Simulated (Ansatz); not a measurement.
# Nb4Ga: the cost of one run

Method: DFT PBE, scalar-relativistic, plane waves, PAW, in Ansatz 0.2.0.

**1. The structure to begin with**

The structure is cubic, space group Pm-3m (No. 221). Conventional cell: a = 4.486 Å, b = 4.486 Å, c = 4.486 Å, α = 90.00°, β = 90.00°, γ = 90.00°. Around Nb (site symmetry 4/mmm) lie 2 Ga at 2.24 Å. Nb (site symmetry m-3m) has 12 Nb at 3.17 Å as nearest neighbours. Ga (site symmetry m-3m) is surrounded by 6 Nb at 2.24 Å.

Structure file:

```xyz
5
Lattice="4.4865 0.0000 0.0000 0.0000 4.4865 0.0000 0.0000 0.0000 4.4865" Properties=species:S:1:pos:R:3 pbc="T T T"
Nb    2.2432    0.0000    0.0000
Nb    0.0000    2.2432    0.0000
Nb    0.0000    0.0000    2.2432
Nb    2.2432    2.2432    2.2432
Ga    0.0000    0.0000    0.0000
```

Recipe of the guess: random cell by space group and Wyckoff sites (Pm-3m, No. 221). Its size is a rough estimate.

**2. The guess as it stands, on a coarse mesh**

Contents of input.yaml:

```yaml
crystal:
  lattice:
    - [4.48645888, 0.0, 0.0]
    - [0.0, 4.48645888, 0.0]
    - [0.0, 0.0, 4.48645888]
  atoms:
    - { symbol: Nb, position: [0.5, 0.0, 0.0] }
    - { symbol: Nb, position: [0.0, 0.5, 0.0] }
    - { symbol: Nb, position: [0.0, 0.0, 0.5] }
    - { symbol: Nb, position: [0.5, 0.5, 0.5] }
    - { symbol: Ga, position: [0.0, 0.0, 0.0] }
basis:
  ecutwfc: 420
kpoints:
  mp_grid: { grid: [4, 4, 4] }
hamiltonian:
  xc: pbe
scf:
  occupations: { method: gaussian, width: 0.1 }
  lower_state_search: "off"
output:
  forces: true
  stress: true
  eigenvalues: true
```

Launch:

```console
$ ansatz run input.yaml --threads 1 --pin off --max-ram 2048MiB --backend cpu --events-out ev --progress --plain --runs-dir out
```

What time and memory should one allow on 1 thread of Arm Neoverse V1, shared host?

About 2 s, with a peak of 0.34 GiB.
